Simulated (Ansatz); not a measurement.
# CH7FNPSi: the cost of one run

All numbers below are computed with Ansatz 0.2.0 (RKS PBE0-D4/def2-SVP).

### Step 1. Starting point

Bond lengths: C1–N2 1.421 Å, N2–P3 1.686 Å, N2–Si4 1.703 Å, Si4–F5 1.647 Å, C1–H6 1.103 Å, C1–H7 1.145 Å, C1–H8 1.050 Å, P3–H9 1.477 Å, P3–H10 1.426 Å, Si4–H11 1.530 Å, Si4–H12 1.428 Å. Angles (14 of 18 angles, heavy atoms first): C1–N2–P3 112.5°, C1–N2–Si4 125.2°, P3–N2–Si4 108.7°, N2–Si4–F5 106.5°, N2–C1–H6 114.8°, N2–C1–H7 109.3°, N2–C1–H8 115.2°, N2–P3–H9 100.0°, N2–P3–H10 100.8°, N2–Si4–H11 107.3°, N2–Si4–H12 113.3°, F5–Si4–H11 104.7°, F5–Si4–H12 110.5°, H6–C1–H7 100.6°.

Structure file:

```xyz
12

C    -0.9200    0.5383    0.9605
N     0.1323    0.1800    0.0749
P     1.3393   -0.7190    0.8354
Si   -0.0752   -0.4150   -1.5077
F    -1.2117    0.5404   -2.2206
H    -0.6054    1.1304    1.8363
H    -1.6137    1.2851    0.4398
H    -1.5289   -0.2566    1.2763
H     1.6900    0.2004    1.9367
H     2.4793   -0.3367    0.0694
H    -0.7391   -1.7886   -1.3935
H     1.1301   -0.4138   -2.2735
```

### Step 2. Relaxing end A

Input file input.yaml:

```yaml
crystal:
  periodic: [false, false, false]
  atoms:
    - { symbol: C, position_ang: [-0.92, 0.5383, 0.9605] }
    - { symbol: "N", position_ang: [0.1323, 0.18, 0.0749] }
    - { symbol: P, position_ang: [1.3393, -0.719, 0.8354] }
    - { symbol: Si, position_ang: [-0.0752, -0.415, -1.5077] }
    - { symbol: F, position_ang: [-1.2117, 0.5404, -2.2206] }
    - { symbol: H, position_ang: [-0.6054, 1.1304, 1.8363] }
    - { symbol: H, position_ang: [-1.6137, 1.2851, 0.4398] }
    - { symbol: H, position_ang: [-1.5289, -0.2566, 1.2763] }
    - { symbol: H, position_ang: [1.69, 0.2004, 1.9367] }
    - { symbol: H, position_ang: [2.4793, -0.3367, 0.0694] }
    - { symbol: H, position_ang: [-0.7391, -1.7886, -1.3935] }
    - { symbol: H, position_ang: [1.1301, -0.4138, -2.2735] }
basis:
  gaussian: { orbitals: def2-SVP }
hamiltonian:
  xc: pbe0
  dispersion: d4
relax:
  f_tol: 0.015
  max_steps: 40
output:
  orbitals: {}
```

Started as:

```console
ansatz run input.yaml --threads 2 --pin off --max-ram 3072MiB --backend cpu --events-out ev --progress --plain --runs-dir out
```

Q: Estimate wall time and peak memory on 2 threads of Arm Neoverse V1, shared host.

About 74 s, with a peak of 0.26 GiB.
